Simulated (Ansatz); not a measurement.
# C4H8AlN: up Jacob's ladder to CCSD(T)

The task here is to estimate one member of a computed series from the others.

The runs use Ansatz 0.2.0, Gaussian basis; functionals in def2-TZVPP, the program's frozen cores in correlated methods.

The runs, in order: PBE-D4, r2SCAN-D4, PBE0-D4, B3LYP-D4, ωB97X-V, ωB97M-V, B2PLYP; CCSD(T)/def2-TZVPP; MP2/def2-QZVPP; extrapolation to the limit.

### Structure used throughout

An earlier PBE0-D4 in a triple-zeta def2 set relaxation fixed the geometry.

14 atoms, charge 0, spin multiplicity 1.

Atoms are counted from 1 here; the program's logs count them from 0.

Bond lengths: C1–N2 1.444 Å, C1–H7 1.094 Å, C1–H8 1.092 Å, C1–H9 1.092 Å, N2–C3 1.210 Å, C3–C4 1.315 Å, C4–C5 1.514 Å, C4–Al6 1.922 Å, C5–H10 1.092 Å, C5–H11 1.092 Å, C5–H12 1.093 Å, Al6–H13 1.588 Å, Al6–H14 1.585 Å. Angles: N2–C1–H7 112.8°, N2–C1–H8 108.9°, N2–C1–H9 109.1°, H7–C1–H8 109.2°, H7–C1–H9 109.3°, H8–C1–H9 107.5°, C1–N2–C3 126.4°, N2–C3–C4 175.1°, C3–C4–C5 121.8°, C3–C4–Al6 112.0°, C5–C4–Al6 126.2°, C4–C5–H10 111.2°, C4–C5–H11 112.0°, C4–C5–H12 111.0°, H10–C5–H11 107.8°, H10–C5–H12 106.9°, H11–C5–H12 107.7°, C4–Al6–H13 119.1° and more.

As a file:

```mol
C4H8AlN
  3D, bonds by distance, orders not assigned

 14 13  0  0  0  0  0  0  0  0999 V2000
   -0.6430   -2.6105    0.1680 C   0  0
    0.3518   -1.6184    0.5006 N   0  0
    0.3305   -0.4489    0.1907 C   0  0
    0.3588    0.8436   -0.0488 C   0  0
    1.0369    1.4123   -1.2768 C   0  0
   -0.5573    1.8484    1.3102 Al  0  0
   -1.4764   -2.1976   -0.4089 H   0  0
   -1.0270   -3.0489    1.0910 H   0  0
   -0.1707   -3.4115   -0.4040 H   0  0
    0.3605    2.0629   -1.8360 H   0  0
    1.3822    0.6281   -1.9535 H   0  0
    1.9040    2.0176   -0.9996 H   0  0
   -0.6526    3.4279    1.1715 H   0  0
   -1.2107    1.0658    2.5243 H   0  0
  1  2  8  0
  2  3  8  0
  3  4  8  0
  4  5  8  0
  4  6  8  0
  1  7  8  0
  1  8  8  0
  1  9  8  0
  5 10  8  0
  5 11  8  0
  5 12  8  0
  6 13  8  0
  6 14  8  0
M  END
```

The first run:

Contents of in.yaml:

```yaml
crystal:
  periodic: [false, false, false]
  atoms:
    - {symbol: C, position_ang: [-0.643029, -2.610514, 0.167969]}
    - {symbol: N, position_ang: [0.351819, -1.618414, 0.500565]}
    - {symbol: C, position_ang: [0.330450, -0.448901, 0.190693]}
    - {symbol: C, position_ang: [0.358811, 0.843624, -0.048762]}
    - {symbol: C, position_ang: [1.036891, 1.412299, -1.276774]}
    - {symbol: Al, position_ang: [-0.557298, 1.848395, 1.310245]}
    - {symbol: H, position_ang: [-1.476379, -2.197649, -0.408868]}
    - {symbol: H, position_ang: [-1.027024, -3.048861, 1.090974]}
    - {symbol: H, position_ang: [-0.170665, -3.411484, -0.403953]}
    - {symbol: H, position_ang: [0.360472, 2.062919, -1.835967]}
    - {symbol: H, position_ang: [1.382207, 0.628056, -1.953535]}
    - {symbol: H, position_ang: [1.904024, 2.017642, -0.999629]}
    - {symbol: H, position_ang: [-0.652595, 3.427922, 1.171535]}
    - {symbol: H, position_ang: [-1.210687, 1.065768, 2.524305]}
basis:
  gaussian: {orbitals: def2-TZVPP}
hamiltonian: {xc: pbe, dispersion: d4}
output: {forces: true, orbitals: {seedname: orbitals}}
```

Run with:

```sh
$ ansatz run in.yaml --threads 4 --pin off --events-out ev --progress --plain --max-ram 10444MiB
```

Steps of the session up to this table: PBE-D4 (GGA); r2SCAN-D4 (meta-GGA); PBE0-D4 (hybrid); B3LYP-D4 (hybrid); ωB97X-V (range-separated); ωB97M-V (range-separated); B2PLYP (double hybrid); CCSD(T) in def2-TZVPP; MP2 in def2-QZVPP.

One table of the session follows, with a row left open; its other results are not shown here.

It belongs to the step «Atomisation energies». 

```
            method  atomisation energy (kcal/mol)
            PBE-D4                         1320.7
         r2SCAN-D4                         1290.8
           PBE0-D4                         1294.7
          B3LYP-D4                              ?
           ωB97X-V                         1287.5
           ωB97M-V                         1288.6
            B2PLYP                         1275.3
     HF/def2-TZVPP                          930.9
    MP2/def2-TZVPP                         1270.4
   CCSD/def2-TZVPP                         1227.7
CCSD(T)/def2-TZVPP                         1249.1
           MP2/CBS                         1302.3
       CCSD(T)/CBS                         1280.9
```

**Question.** Estimate the row for B3LYP-D4.

The run gave: atomisation energy (kcal/mol): 1290.9. In the column «atomisation energy (kcal/mol)» it lies between r2SCAN-D4 (1290.8) and PBE0-D4 (1294.7).

Caveats from the session: Free atoms (4 C, 1 N, 1 Al, 8 H) were run apart at each level; the atomisation energy is their sum less the molecule, without zero-point or spin-orbit terms.
